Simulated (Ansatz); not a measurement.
A first try at a convergence test of the plane-wave cutoff of LiHF₂, space group R-3m, using the Python package of Ansatz (0.2.0).

The script, `ecut_lihf2.py`:
```python
import csv

import ansatz


def main() -> None:
    cell = (
        ansatz.Lattice.from_parameters(2.933967, 2.933967, 13.100066, alpha=90, beta=90, gamma=120)
        .space_group(166)
        .atom("Li", (0.0, 0.0, 0.0))
        .atom("H", (2 / 3, 1 / 3, 5 / 6))
        .atom("F", (2 / 3, 1 / 3, 0.746635))
        .primitive()
    )

    job = (
        cell.calculation()
        .functional("r2scan")
        .kpoints(8, center="gamma")
        .occupations("Fixed")
        .band_table()
    )

    rows = []
    for value in [250, 350, 450, 550]:
        report = job.basis(value).run(threads=1, backend="cpu").report
        rows.append((value, report["free_energy"] / len(report["lattice"]["sites"]), report["n_iterations"], report["gap_by_band_count_ev"], report["n_pw"]))

    with open("ecut.csv", "w", newline="") as handle:
        writer = csv.writer(handle)
        writer.writerow(["cutoff (eV)", "F/atom (eV)", "iterations", "gap by band count (eV)", "plane waves"])
        writer.writerows([round(v, 5) if isinstance(v, float) else v for v in row] for row in rows)

    for row in rows[:-1]:
        shift = 1000 * (row[1] - rows[-1][1])
        print(f"{row[0]}: {shift:+.2f} meV/atom" + ("  (within 1 meV)" if abs(shift) < 1 else ""))


if __name__ == "__main__":
    main()
```

Output of `python ecut_lihf2.py`:
```text
DeckWarning: basis.ecutwfc = 250 eV is below the records' recommended 500 eV, and the density's cutoff is lower with it unless basis.ecutrho_ratio is high enough to keep the records' density cutoff: compare with a run at a higher cutoff
Traceback (most recent call last):
  File "ecut_lihf2.py", line 40, in <module>
    main()
    ~~~~^^
  File "ecut_lihf2.py", line 27, in main
    rows.append((value, report["free_energy"] / len(report["lattice"]["sites"]), report["n_iterations"], report["gap_by_band_count_ev"], report["n_pw"]))
                        ~~~~~~^^^^^^^^^^^^^^^
KeyError: 'free_energy'
```
(Warnings from the package without file and line.)

What is wrong, and how is it mended?

The fault: the report has no such key (the free energy stands under free_energy_ev). Mended:

```diff
--- before
+++ after
@@ -26,3 +26,3 @@
         report = job.basis(value).run(threads=1, backend="cpu").report
-        rows.append((value, report["free_energy"] / len(report["lattice"]["sites"]), report["n_iterations"], report["gap_by_band_count_ev"], report["n_pw"]))
+        rows.append((value, report["free_energy_ev"] / len(report["lattice"]["sites"]), report["n_iterations"], report["gap_by_band_count_ev"], report["n_pw"]))
```

After the fix:

Running `python ecut_lihf2.py` prints:
```text
DeckWarning: basis.ecutwfc = 250 eV is below the records' recommended 500 eV, and the density's cutoff is lower with it unless basis.ecutrho_ratio is high enough to keep the records' density cutoff: compare with a run at a higher cutoff
DeckWarning: basis.ecutwfc = 350 eV is below the records' recommended 500 eV, and the density's cutoff is lower with it unless basis.ecutrho_ratio is high enough to keep the records' density cutoff: compare with a run at a higher cutoff
DeckWarning: basis.ecutwfc = 450 eV is below the records' recommended 500 eV, and the density's cutoff is lower with it unless basis.ecutrho_ratio is high enough to keep the records' density cutoff: compare with a run at a higher cutoff
250: +1422.03 meV/atom
350: +50.60 meV/atom
450: +2.50 meV/atom
```
(Warnings from the package without file and line.)

It writes `ecut.csv`:
```csv
cutoff (eV),F/atom (eV),iterations,gap by band count (eV),plane waves
250,-459.73572,7,9.28496,287
350,-461.10715,6,9.22634,493
450,-461.15525,6,9.22921,687
550,-461.15775,6,9.22883,953
```

Notes:
- Semilocal gaps usually lie well under measured ones.
- This cell is a computed structure, which may not be the phase found in nature.
- Levels are Kohn-Sham eigenvalues on this mesh.
- Shifts are counted from the last row, which is itself no proven limit.
- It ran for 11 s on 1 thread of Arm Neoverse V1, with other jobs on the host, peak memory 0.43 GiB.
